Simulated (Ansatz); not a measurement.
# Ni: the cost of one run

Program: Ansatz 0.2.0. Level of theory: DFT PBE, PAW, plane waves, scalar-relativistic. These are calculated values, not measurements.

### 1 The system as given

It takes space group Fm-3m (No. 225, cubic). Conventional cell: a = 3.530 Å, b = 3.530 Å, c = 3.530 Å, α = 90.00°, β = 90.00°, γ = 90.00°. Ni (site symmetry m-3m) is surrounded by 12 Ni at 2.50 Å.

Coordinates:

```
Ni
1.0
     0.00000    1.76510    1.76510
     1.76510    0.00000    1.76510
     3.53020    3.53020    0.00000
Ni
2
Direct
  0.00000 0.00000 0.00000
  0.00000 0.00000 0.50000
```

Atoms are counted from 1 in the order of input.yaml (Ni2 and so on).

Planned first: parallel moments, plain SCF; opposed moments +-, plain SCF; no spin polarisation; spin on, no moments given (the program may seed its own), plain SCF. Further starts follow from what these give.

A plain SCF has the search for lower states switched off and ends at the first converged state. Ends within 0.2 meV/atom and 0.1 μB count as one state.

Moments by site are taken inside atomic spheres; the rest lies between them.

### 2 Parallel moments, plain SCF

Input file input.yaml:

```yaml
crystal:
  lattice:
    - [0.0, 1.7651, 1.7651]
    - [1.7651, 0.0, 1.7651]
    - [3.5302, 3.5302, 0.0]
  atoms:
    - { symbol: Ni, position: [0.0, 0.0, 0.0], spin: 2.0 }
    - { symbol: Ni, position: [0.0, 0.0, 0.5], spin: 2.0 }
magnetization:
  spin_polarized: true
hamiltonian:
  xc: pbe
  pseudopotentials: { kind: paw }
basis:
  ecutwfc: 420
kpoints:
  mp_grid: { grid: [12, 12, 6] }
scf:
  occupations: { method: fermi_dirac, width: 0.1 }
  lower_state_search: "off"
output:
  forces: true
  stress: true
```

Q: Estimate wall time and peak memory on 2 threads of an x86-64 CPU, shared host.

About 2 s, with a peak of 0.38 GiB.
